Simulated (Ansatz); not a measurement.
**Ag (fcc type): a single-point run**

The task is a single-point run on Ag (fcc type). The structure is shown as the input types it.

Computed with Ansatz 0.2.0 (Kohn-Sham DFT, with the functional, basis and potentials that each input names (as first typed), unless a step's input says otherwise).

## 1. Starting point

It takes space group Fm-3m (No. 225, cubic). Conventional cell: a = 4.054 Å, b = 4.054 Å, c = 4.054 Å, α = 90.00°, β = 90.00°, γ = 90.00°. Ag (site symmetry m-3m) is surrounded by 12 Ag at 2.87 Å.

Structure file:

```cif
data_structure
_symmetry_space_group_name_H-M 'P 1'
_symmetry_Int_Tables_number 1
_cell_length_a 2.8669
_cell_length_b 2.8669
_cell_length_c 4.0544
_cell_angle_alpha 90.000
_cell_angle_beta 90.000
_cell_angle_gamma 90.000
_cell_volume 33.32
loop_
_atom_site_label
_atom_site_type_symbol
_atom_site_fract_x
_atom_site_fract_y
_atom_site_fract_z
_atom_site_occupancy
Ag1 Ag 0.00000 0.00000 0.00000 1
Ag2 Ag 0.50000 0.50000 0.50000 1
```

## 2. Input and run

File input.yaml:

```yaml
crystal:
  lattice:
    - [2.0272099997, 2.0272099997, 0.0]
    - [-2.0272099997, 2.0272099997, 0.0]
    - [0.0, 0.0, 4.0544199994]
  atoms:
    - { symbol: Ag, position: [0.0, 0.0, 0.0] }
    - { symbol: Ag, position: [0.5, 0.5, 0.5] }
kpoints:
  mp_grid: { grid: [13, 13, 9] }
scf:
  occupations: { method: fermi_dirac, width: 0.08 }
  max_iter: 50
hamiltonian:
  xc: pbesol
  pseudopotentials: { kind: all_electron, lapw: { basis_error: 0.001 } }
  hubbard: { sites: [{ species: Ag, l: d, u_eff: 20.0 }] }
output:
  forces: true
  stress: true
  eigenvalues: true
```

Command:

```bash
ansatz run input.yaml --threads 2 --pin off --max-ram 4096MiB --backend cpu --events-out ev --progress --plain --runs-dir out
```

**Question.** How will this run end, and is anything wrong with its input?

The program finished normally, with warnings (filled band counts differ across k points). Convergence says nothing about whether the input makes sense.

Look at the input: hamiltonian.hubbard.sites is [{species: Ag, l: d, u_eff: 20.0}]. A U of this value distorts the shell's occupations and the levels near the Fermi energy.

To check: delete hamiltonian.hubbard.sites.
